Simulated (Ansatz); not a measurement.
Below is the output of a Python script on Ansatz 0.2.0, Python API that makes a single point from an input typed as a dict of Rb2LaCuCl6, space group Fm-3m. Write a script that gives it. Level of theory: LDA, PAW, the default cutoff (420 eV here), 3×3×3 k-points, fixed occupations.

```cif
data_structure
_symmetry_space_group_name_H-M 'P 1'
_symmetry_Int_Tables_number 1
_cell_length_a 7.5262
_cell_length_b 7.5262
_cell_length_c 7.5262
_cell_angle_alpha 60.000
_cell_angle_beta 60.000
_cell_angle_gamma 60.000
_cell_volume 301.45
loop_
_atom_site_label
_atom_site_type_symbol
_atom_site_fract_x
_atom_site_fract_y
_atom_site_fract_z
_atom_site_occupancy
Rb1 Rb 0.75000 0.75000 0.75000 1
Rb2 Rb 0.25000 0.25000 0.25000 1
La1 La 0.00000 0.00000 0.00000 1
Cu1 Cu 0.50000 0.50000 0.50000 1
Cl1 Cl 0.73982 0.26018 0.26018 1
Cl2 Cl 0.26018 0.26018 0.73982 1
Cl3 Cl 0.26018 0.73982 0.73982 1
Cl4 Cl 0.26018 0.73982 0.26018 1
Cl5 Cl 0.73982 0.26018 0.73982 1
Cl6 Cl 0.73982 0.73982 0.26018 1
```

```console
$ python deck.py
DeckWarning: basis.ecutwfc = 420 eV, auto-derived from the records' recommended cutoffs: set by Rb (normal level)
converged          True
n_iterations       9
n_electrons        90.0
n_kpoints          4
n_pw               5961
n_symmetry_ops     48
free_energy_ev     -25255.18754813797
fermi_energy_ev    4.353775345624105
largest force 0.0873 eV/A on atom 4
[[-0.      0.      0.    ]
 [-0.      0.      0.    ]
 [-0.     -0.     -0.    ]
 [ 0.     -0.     -0.    ]
 [ 0.0873 -0.     -0.    ]
 [ 0.      0.      0.0873]
 [-0.0873  0.      0.    ]
 [ 0.      0.0873 -0.    ]
 [-0.     -0.0873  0.    ]
 [ 0.     -0.     -0.0873]]
energy terms (eV)
  e_band                           -937.26826
  e_kinetic                        1839.88384
  e_local                        -10238.68922
  e_nonlocal                       1051.38302
  e_hartree                        4145.06687
  e_xc                            -1115.30776
  e_vxc                           -1256.93820
  e_paw                          -15655.01655
  e_vpaw                           -623.03927
  e_augmentation_tail                 0.00078
  e_ewald                         -5284.96638
  e_core_change                       2.45785
```
(Warnings from the package without file and line, repeats left out.)

The script that was run (others could print the same):

The script, `deck.py`:
```python
"""Rb2LaCuCl6 from an input typed as a mapping."""

import json

import ansatz as az
import numpy as np

config = {
    "crystal": {
        "lattice": [
            [0.0, 5.321814, 5.321814],
            [5.321814, 0.0, 5.321814],
            [5.321814, 5.321814, 0.0],
        ],
        "atoms": [
            {"symbol": "Rb", "position": [0.75, 0.75, 0.75]},
            {"symbol": "Rb", "position": [0.25, 0.25, 0.25]},
            {"symbol": "La", "position": [0.0, 0.0, 0.0]},
            {"symbol": "Cu", "position": [0.5, 0.5, 0.5]},
            {"symbol": "Cl", "position": [0.739817, 0.260183, 0.260183]},
            {"symbol": "Cl", "position": [0.260183, 0.260183, 0.739817]},
            {"symbol": "Cl", "position": [0.260183, 0.739817, 0.739817]},
            {"symbol": "Cl", "position": [0.260183, 0.739817, 0.260183]},
            {"symbol": "Cl", "position": [0.739817, 0.260183, 0.739817]},
            {"symbol": "Cl", "position": [0.739817, 0.739817, 0.260183]},
        ],
    },
    "kpoints": {"mp_grid": {"kspacing": 0.4}},
    "hamiltonian": {"xc": "lda"},
    "scf": {"occupations": {"method": "fixed"}},
    "output": {"forces": True},
}

res = az.Session.from_dict(config).plan(threads=1).execute()
report = res.report

for key in ("converged", "n_iterations", "n_electrons", "n_kpoints", "n_pw", "n_symmetry_ops", "free_energy_ev", "fermi_energy_ev"):
    print(f"{key:18s} {report[key]}")

# forces, one row an atom
forces = np.array(report["forces_ev_ang"])
norms = np.linalg.norm(forces, axis=1)
print("largest force {:.4f} eV/A on atom {}".format(norms.max(), norms.argmax()))
print(np.array2string(forces, precision=4, suppress_small=True))

keep = ["free_energy_ev", "energy_sigma0_ev", "fermi_energy_ev", "n_iterations", "converged", "magnetization_mub", "n_kpoints"]
with open("rb2lacucl6.json", "w") as handle:
    json.dump({key: report[key] for key in keep}, handle, indent=1)

print("energy terms (eV)")
for term, value in report["components"].items():
    if abs(value) > 1e-9:
        print(f"  {term:26s} {value:16.5f}")
```

Caveats:
- Total energies depend on the potentials; only differences at equal settings carry meaning. A total without «per atom» is that of the cell as typed.
- No spin polarisation was allowed.
- The energy terms are those on the plane-wave grid, with the one-centre PAW part apart; e_band, e_vxc and e_vpaw aren't summands of the total.
- Under fixed occupations the level called the Fermi level is the highest filled one on the SCF mesh; off the mesh a filled band can lie a little above it.
- The zero of the levels is a convention of the potentials, so an absolute Fermi energy is no work function.
- Semilocal functionals put the empty 4f levels of La too low, which can move the conduction edge.
- Without a Hubbard U or exact exchange, semilocal functionals often make such 3d compounds metallic or too weakly gapped.
- This cell is a computed structure, which may not be the phase found in nature.
- Levels are Kohn-Sham eigenvalues on this mesh, without spin-orbit coupling.
- Timing: 5.1 s on 1 thread of Arm Neoverse V1, on a shared host, peak memory 0.57 GiB.

(Lines on the test bed's own set-up are left out of the output.)
